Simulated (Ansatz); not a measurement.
LuCd, space group Pm-3m: a check of PAW against all-electron LAPW, run with the Ansatz DFT code, driven from Python.

`run_paw_lapw.py`
```python
import ansatz as az
import numpy as np


def count_gap(report):
    # lowest empty less highest filled band, counting bands; zero where they overlap
    return max(report.get("gap_by_band_count_ev") or 0.0, 0.0)


def main() -> None:
    crystal = (
        az.Lattice.of([3.64099, 0.0, 0.0], [0.0, 3.64099, 0.0], [0.0, 0.0, 3.64099])
        .atom("Lu", [0.5, 0.5, 0.5])
        .atom("Cd", [0.0, 0.0, 0.0])
    )

    calculation = (
        crystal.calculation()
        .functional("lda")
        .kpoints(6, 6, 6)
        .occupations("cold", width=0.1)
        .scf(tolerance=1e-08)
        .stress()
        .forces()
        .band_table()
    )
    variants = {
        "PAW": calculation.pseudopotentials("paw"),
        "LAPW": calculation.pseudopotentials("all_electron", lapw=True),
    }
    rows = []
    for label, variant in variants.items():
        summary = variant.run(threads=1, backend="cpu").report
        levels = np.array(summary["eigenvalues_ev"][0]) - summary["fermi_energy_ev"]
        print(label, "levels at the first k-point near E_F:", np.round(levels[np.abs(levels) < 5], 3))
        rows.append((label, summary["n_electrons"], np.trace(summary["stress_gpa"]) / 3, count_gap(summary)))
    print("     treatment  electrons in bands           P GPa  gap by band count eV")
    for row in rows:
        print(f"{str(row[0]):>14s}  {row[1]:18.1f}  {row[2]:14.3f}  {row[3]:20.3f}")


if __name__ == "__main__":
    main()
```

How well do the two treatments of the cores agree on the pressure?

PAW gives -4.696 GPa and LAPW -4.699 GPa, 0.002 GPa apart. They took 2.2 and 11.9 s of processor time.

What the script printed:

`python run_paw_lapw.py` gives:
```text
DeckWarning: basis.ecutwfc = 420 eV, auto-derived from the records' recommended cutoffs: set by Lu (normal level)
DeckWarning: output.stress: scf.convergence.dr2_threshold = 1e-8 eV is looser than the 2e-10 eV advised for a printed stress (1e-10 eV for each atom of the cell: 2). What an SCF threshold leaves in a [...]
PAW levels at the first k-point near E_F: [0.203 0.203 4.224 4.224 4.224 4.532]
LAPW levels at the first k-point near E_F: [0.204 0.204 4.225 4.225 4.225 4.53  4.53 ]
     treatment  electrons in bands           P GPa  gap by band count eV
           PAW                45.0          -4.696                 0.000
          LAPW                55.0          -4.699                 0.000
```
(Warnings from the package without file and line, shortened.)

The computed bands are complete only to about 4.0 eV above the Fermi level. For a metal this k-point mesh is coarse: on a finer one energies can move by several to tens of meV an atom and pressures by half a GPa or more, differences at one mesh by less. A gap by band count of zero or less means overlapping bands, a metal, and at an odd count of electrons it is no gap at all. The structure comes from a database of computed cells and needn't be a stable or known phase. Gaps and levels are Kohn-Sham values on a finite set of k-points, without spin-orbit coupling. Pressure is positive in compression; the treatments may keep other shells as core, so totals and counts of electrons can differ. Hardware and time: 15 s on 1 thread of Arm Neoverse V1 (shared host), peak memory 0.48 GiB.

(Lines on the test bed's own set-up are left out of the output.)
